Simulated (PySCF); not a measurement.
**ZrH₄: relaxation and vibrations of the singlet**

The task is one start of a wider search on ZrH₄: the singlet, from a tetrahedral start. It is relaxed, tested by its Hessian and followed downhill if it is a saddle.

The runs use PySCF 2.14.0; PBE0, basis Zr x2c-TZVPall, H x2c-TZVPall, spin-free X2C, no spin–orbit coupling, density fitting.

### 1 The system as given

5 atoms, charge 0, spin multiplicity 1.

Bond lengths: Zr1–H2 1.860 Å, Zr1–H3 1.860 Å, Zr1–H4 1.860 Å, Zr1–H5 1.860 Å. Angles: H2–Zr1–H3 109.5°, H2–Zr1–H4 109.5°, H2–Zr1–H5 109.5°, H3–Zr1–H4 109.5°, H3–Zr1–H5 109.5°, H4–Zr1–H5 109.5°.

Coordinates in bohr (charge 0 multiplicity 1):
```
Zr    0.0000    0.0000    0.0000
H     2.8700   -0.0001    2.0294
H    -2.8700    0.0000    2.0294
H     0.0000    2.8700   -2.0293
H     0.0000   -2.8699   -2.0294
```

### 2 Relaxation: tetrahedral start, singlet

The steps below are one call of a driver around PySCF. For each, scf.py gives the equivalent set-up of the SCF; relaxations use the driver's own optimiser. Before each start the driver seeks the lowest SCF state from one or more starting densities and follows internal instabilities, so scf.py alone need not reach the same state.

The program finds Td symmetry in the start, which this walk keeps. Threshold on the gradient: 0.0003 Eh/bohr, with a further test on the energy change.

The input, scf.py:

```python
from pyscf import gto, scf, dft
mol = gto.M(atom='''
Zr    -0.000000    -0.000000    -0.000000
H      1.518727    -0.000048     1.073903
H     -1.518727    -0.000000     1.073903
H      0.000024     1.518752    -1.073868
H     -0.000024    -1.518703    -1.073937''',
    basis={'Zr': 'x2c-TZVPall', 'H': 'x2c-TZVPall'},
    nucmod='G',
    charge=0, spin=0)
mf = dft.RKS(mol, xc='PBE0')
mf.grids.atom_grid = (50, 194)
aux = {'Zr': 'AutoAux', 'H': 'AutoAux'}  # AutoAux: made from the orbital basis
mf = mf.density_fit(auxbasis=aux).sfx2c1e()
mf.kernel()
```

Further steps of the session: Frequencies.

Q: Predict the outcome of this session. Wanted: minimum; geometry; wavenumbers; dipole moment; highest occupied, lowest empty level; polar-tensor charge of Zr1; zero-point energy.

The runs gave:

```
                            quantity                                    value
                             minimum                              singlet, Td
                            geometry    Zr–H 1.841 Å (×4); H–Zr–H 109.5° (×6)
                  wavenumbers (cm⁻¹)  527 (t2), 615 (e), 1686 (t2), 1752 (a1)
                       dipole moment                                   0.00 D
highest occupied, lowest empty level                          -8.54, -2.45 eV
          polar-tensor charge of Zr1                                  +1.68 e
                   zero-point energy                              57.5 kJ/mol
                 entropy at 298.15 K                          232.0 J/(mol K)
```

In words: The tetrahedral start keeps its Td symmetry and ends in a minimum. The strongest infrared band lies at 1686 cm⁻¹ (t2, stretch). The dipole vanishes although Zr1 carries +1.7 e by the polar tensor: the bond dipoles cancel. Other starts or spin states, not run here, may lie lower.
